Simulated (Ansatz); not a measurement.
Task: the energy of protonation at one site of CH5GeS (charge -1), SMILES C[S][GeH2-], with Ansatz 0.2.0, Python API. Give the script and its output. Use (for the species named): Hartree-Fock, def2-SVP basis, multiplicity 1.

```xyz
8

C     1.0673   -0.1340    0.4501
S     0.3088    1.4845    0.1165
Ge   -1.5755    0.5977   -0.6680
H     1.1589   -0.7141   -0.4919
H     2.0801    0.0219    0.8746
H     0.4544   -0.6989    1.1831
H    -1.2564   -0.2891   -1.8987
H    -2.2376   -0.2680    0.4343
```

The script, `ch5ges_pa.py`:
```python
'''Adding a proton to CH5GeS(-).'''

import ansatz as az
import numpy as np

BASIS = 'def2-SVP'
XC = 'hf'
CHARGE = -1
FORCE_TOL = 0.01

ch5ges = (
    az.Crystal.molecule()
    .atom('C', (1.0673, -0.134, 0.4501))
    .atom('S', (0.3088, 1.4845, 0.1165))
    .atom('Ge', (-1.5755, 0.5977, -0.668))
    .atom('H', (1.1589, -0.7141, -0.4919))
    .atom('H', (2.0801, 0.0219, 0.8746))
    .atom('H', (0.4544, -0.6989, 1.1831))
    .atom('H', (-1.2564, -0.2891, -1.8987))
    .atom('H', (-2.2376, -0.268, 0.4343))
)

base = ch5ges.calculation().basis(gaussian=BASIS).functional(XC).charge(CHARGE)
symbols = [site.symbol for site in ch5ges.cartesian_sites]
start = np.array([site.position_ang for site in ch5ges.cartesian_sites], dtype=float)
rep = base.relax(force_tolerance=0.01).run(threads=1, backend='cpu').report
end = np.array(rep['positions_ang'])

# put the proton on the side away from the neighbours, slightly off axis
away = sum((end[1] - end[j]) / np.linalg.norm(end[1] - end[j]) for j in [0, 2]) + np.array([0.15, 0.1, -0.2])
proton = end[1] + 1.4 * away / np.linalg.norm(away)
acid = az.Crystal.molecule()
for symbol, place in zip(symbols, end):
    acid = acid.atom(symbol, place.tolist())
acid = acid.atom('H', proton.tolist())
protonated = (
    acid.calculation()
    .basis(gaussian=BASIS)
    .functional(XC)
    .relax(force_tolerance=FORCE_TOL, max_steps=80)
)
after = protonated.run(threads=1, backend='cpu').report
xyz = np.array(after['positions_ang'])
reach = np.linalg.norm(xyz[:-1] - xyz[-1], axis=1)
print(f'base {rep["free_energy_ev"]:.5f} eV, protonated {after["free_energy_ev"]:.5f} eV')
print(f'the proton ends {reach.min():.3f} A from {symbols[reach.argmin()]}{reach.argmin()}')
print(f'electronic proton affinity {(rep["free_energy_ev"] - after["free_energy_ev"]):.3f} eV')
```

```console
$ python ch5ges_pa.py
base -68389.50789 eV, protonated -68403.91808 eV
the proton ends 1.334 A from S1
electronic proton affinity 14.410 eV
```

Total energies depend on the basis set; only differences at equal settings carry meaning. The proton is put on one chosen atom, which needn't be the most basic site, so the molecule's proton affinity can be higher; the ends are stationary points, not checked by frequencies, and zero-point and thermal terms count only where printed. Hartree-Fock leaves correlation out, so bond, atomisation and ionisation energies come out well too low. Anions want diffuse functions, which this basis lacks. Run time: 42 s on 1 thread of Arm Neoverse V1 (shared host), peak memory 0.26 GiB.
